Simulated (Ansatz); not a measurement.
# TiAu: the cost of one run

Program: Ansatz 0.2.0. Level of theory: DFT LDA, scalar-relativistic, plane waves, PAW. These are calculated values, not measurements.

1 further run of the same task is left out (set aside as unsound or not needed).

## (1) The structure to begin with

Symmetry: Pm-3m, No. 221, cubic system. The conventional cell has a = 3.192 Å, b = 3.192 Å, c = 3.192 Å, α = 90.00°, β = 90.00°, γ = 90.00°. Ti (site symmetry m-3m) is surrounded by 8 Au at 2.76 Å. Au (site symmetry m-3m) has 8 Ti at 2.76 Å as nearest neighbours.

As a file:

```cif
data_structure
_symmetry_space_group_name_H-M 'Pm-3m'
_symmetry_Int_Tables_number 221
_cell_length_a 3.1916
_cell_length_b 3.1916
_cell_length_c 3.1916
_cell_angle_alpha 90.000
_cell_angle_beta 90.000
_cell_angle_gamma 90.000
_cell_volume 32.51
loop_
_atom_site_label
_atom_site_type_symbol
_atom_site_symmetry_multiplicity
_atom_site_Wyckoff_symbol
_atom_site_fract_x
_atom_site_fract_y
_atom_site_fract_z
_atom_site_occupancy
Ti1 Ti 1 b 0.50000 0.50000 0.50000 1
Au1 Au 1 a 0.00000 0.00000 0.00000 1
```

It is the result of an earlier relaxation at this level (volume 16.26 Å³/atom; gap on the mesh: none (metal)).

## (2) Relaxing at 3 GPa

What is minimised here is the enthalpy; the energy can go up as the cell is squeezed.

Contents of input.yaml:

```yaml
crystal:
  lattice:
    - [3.1915999563, 0.0, 0.0]
    - [0.0, 3.1915999563, 0.0]
    - [0.0, 0.0, 3.1915999563]
  atoms:
    - { symbol: Ti, position: [0.5, 0.5, 0.5] }
    - { symbol: Au, position: [0.0, 0.0, 0.0] }
basis:
  ecutwfc: 420
kpoints:
  mp_grid: { grid: [14, 14, 14] }
hamiltonian:
  xc: lda
scf:
  occupations: { method: fermi_dirac, width: 0.15 }
output:
  forces: true
  stress: true
  eigenvalues: true
relax:
  adjacent_minimum: "off"
  f_tol: 0.001
  max_steps: 60
  cell: { stress_tol: 0.02, p_target: 3.0 }
```

Launch:

```sh
ansatz run input.yaml --threads 1 --pin off --max-ram 3072MiB --backend cpu --events-out ev --progress --plain --runs-dir out
```

Q: Estimate wall time and peak memory on 1 thread of Intel Xeon Platinum 8375C at 2.90GHz (Ice Lake), shared host.

About 20 s, with a peak of 0.44 GiB.
